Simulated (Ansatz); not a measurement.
**HfH2O+ (doublet): the correlation ladder, def2-SVP**

An exercise on one series of results from a longer session: the logs are not shown, and one member is left open.

Method: def2-SVP, core rule «outside noble gas», up to 5 orbitals frozen; program: Ansatz 0.2.0, Gaussian basis.

To be run: UHF; CCSD(T) on ROHF; CCSD(T) on UHF; CISD as a restricted active space (open shells left free, so some higher excitations enter); CCSDT(Q) on ROHF; CCSDT(Q) on UHF.

10 further runs of the same task are left out: 3 for a known fault of the program, 3 that didn't finish, 4 set aside as unsound or not needed. Runs told in other sessions of the task aren't counted.

## The geometry

The geometry is a PBE0/def2-TZVP stationary point (not a proven minimum). No spin-orbit coupling is included. Elements past krypton take def2 core potentials.

4 atoms, charge 1, spin multiplicity 2.

Atoms are counted from 1 here; the program's logs count them from 0.

Bond lengths: Hf1–O2 2.163 Å, O2–H3 0.970 Å, O2–H4 0.970 Å. Angles: Hf1–O2–H3 125.8°, Hf1–O2–H4 125.8°, H3–O2–H4 108.3°.

Set-up of the first run:

Contents of in.yaml:

```yaml
crystal:
  periodic: [false, false, false]
  atoms:
    - {symbol: Hf, position_ang: [0.000000, 0.000000, 0.204087]}
    - {symbol: O, position_ang: [0.000000, 0.000000, -1.958517]}
    - {symbol: H, position_ang: [0.000000, 0.786205, -2.526168]}
    - {symbol: H, position_ang: [0.000000, -0.786205, -2.526168]}
basis:
  gaussian: {orbitals: def2-SVP}
total_charge: 1
magnetization: {spin_polarized: true, initial_magnetization: 1}
hamiltonian: {xc: hf}
output: {orbitals: {seedname: orbitals}}
```

Command:

```
ansatz run in.yaml --threads 1 --pin off --events-out ev --progress --plain --max-ram 2393MiB
```

Steps of the session up to this table: UHF; CCSD(T) on ROHF; CCSD(T) on UHF; CISD as a restricted active space (open shells left free, so some higher excitations enter); CCSDT(Q) on ROHF; CCSDT(Q) on UHF.

One table of the session follows, with a row left open; its other results are not shown here.

| method | from UCCSDT(Q) (meV) |
| --- | --- |
| ROHF | +7207.7 |
| UHF | +6884.6 |
| RMP2 | +786.0 |
| UMP2 | +703.7 |
| RCCSD | +225.7 |
| UCCSD | +180.2 |
| RCCSD(T) | +69.4 |
| UCCSD(T) | +40.7 |
| RCCSDT | ? |
| UCCSDT | +15.6 |
| RCCSDT(Q) | +17.3 |
| UCCSDT(Q) | 0 |

Estimate the missing values for RCCSDT.

As computed: from UCCSDT(Q) (meV): +32.9. In the column «from UCCSDT(Q) (meV)» it lies between RCCSDT(Q) (+17.3) and UCCSD(T) (+40.7).

Not comparable, so not listed: CISD as a restricted active space (open shells left free, so some higher excitations enter) (they don't share determinant, frozen orbitals or solution with the rows shown, or repeat one).

The ROHF row is the lowest such solution found; the determinant under the restricted MP2 and coupled-cluster rows lies 0.03 eV higher.

Limits of these values: The determinant of HF (⟨S²⟩ 1.40) is far from a pure spin state, so its energy mixes those of several spin states; that is harmless only where they are near-degenerate. The determinant of CCSD(T) (⟨S²⟩ 1.40) is far from a pure spin state, so its energy mixes those of several spin states; high orders of coupled cluster remove much of that, low ones don't. The determinant of CCSDT(Q) (⟨S²⟩ 1.40) is far from a pure spin state, so its energy mixes those of several spin states; high orders of coupled cluster remove much of that, low ones don't. Restricted and unrestricted rows rest on different reference determinants; a gap between their highest levels can come from leftover correlation error, from unlike frozen cores or from another state.
